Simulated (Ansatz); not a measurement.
**GaF (triplet): the correlation ladder, cc-pVTZ**

The task here is to estimate one member of a computed series from the others.

Computed with Ansatz 0.2.0, Gaussian basis. Level: cc-pVTZ, core rule «outside noble gas», up to 15 orbitals frozen.

To be run: UHF; CCSD(T) on ROHF; CCSD(T) on UHF; BCCD(T) on ROHF; CISD as a restricted active space (open shells left free, so some higher excitations enter); CCSDT(Q) on ROHF; CCSDT(Q) on UHF.

26 further runs of the same task are left out: 11 for a known fault of the program, 6 that didn't finish, 9 set aside as unsound or not needed. Runs told in other sessions of the task aren't counted.

### The geometry

The geometry is a PBE0/def2-TZVP stationary point (not a proven minimum). No spin-orbit coupling is included. The filled d shell of Ga may be among the frozen orbitals whatever the setting's name suggests.

2 atoms, charge 0, spin multiplicity 3.

Atoms are counted from 1 here; the program's logs count them from 0.

Bond lengths: F1–Ga2 1.764 Å.

Set-up of the first run:

File in.yaml:

```yaml
crystal:
  periodic: [false, false, false]
  atoms:
    - {symbol: F, position_ang: [0.000000, 0.000000, 0.000000]}
    - {symbol: Ga, position_ang: [0.000000, 0.000000, 1.763700]}
basis:
  gaussian: {orbitals: cc-pVTZ}
magnetization: {spin_polarized: true, initial_magnetization: 2}
hamiltonian: {xc: hf}
output: {orbitals: {seedname: orbitals}}
```

The run is started by

```bash
ansatz run in.yaml --threads 1 --pin off --events-out ev --progress --plain --max-ram 2393MiB
```

Steps of the session up to this table: UHF; CCSD(T) on ROHF; CCSD(T) on UHF; BCCD(T) on ROHF; CISD as a restricted active space (open shells left free, so some higher excitations enter); CCSDT(Q) on ROHF; CCSDT(Q) on UHF.

One of the session's tables, all rows but one given; the rest of the session is left out.

```
   method  from RCCSDT(Q) (kcal/mol)
     ROHF                          ?
      UHF                    +186.70
     RMP2                      +6.38
     UMP2                      +5.77
    RCCSD                      +6.09
    UCCSD                      +5.58
 RCCSD(T)                      +0.29
 UCCSD(T)                      -0.20
  BCCD(T)                      +0.23
   RCCSDT                      +0.13
   UCCSDT                      -0.36
RCCSDT(Q)                          0
UCCSDT(Q)                      -0.61
```

**Question.** Estimate the row for ROHF.

**Answer.** from RCCSDT(Q) (kcal/mol): +187.72. In the column «from RCCSDT(Q) (kcal/mol)» it is the highest.

Not comparable, so not listed: CISD as a restricted active space (open shells left free, so some higher excitations enter) (they don't share determinant, frozen orbitals or solution with the rows shown, or repeat one).

Caveats from the session: Restricted and unrestricted rows rest on different reference determinants; a gap between their highest levels can come from leftover correlation error, from unlike frozen cores or from another state.
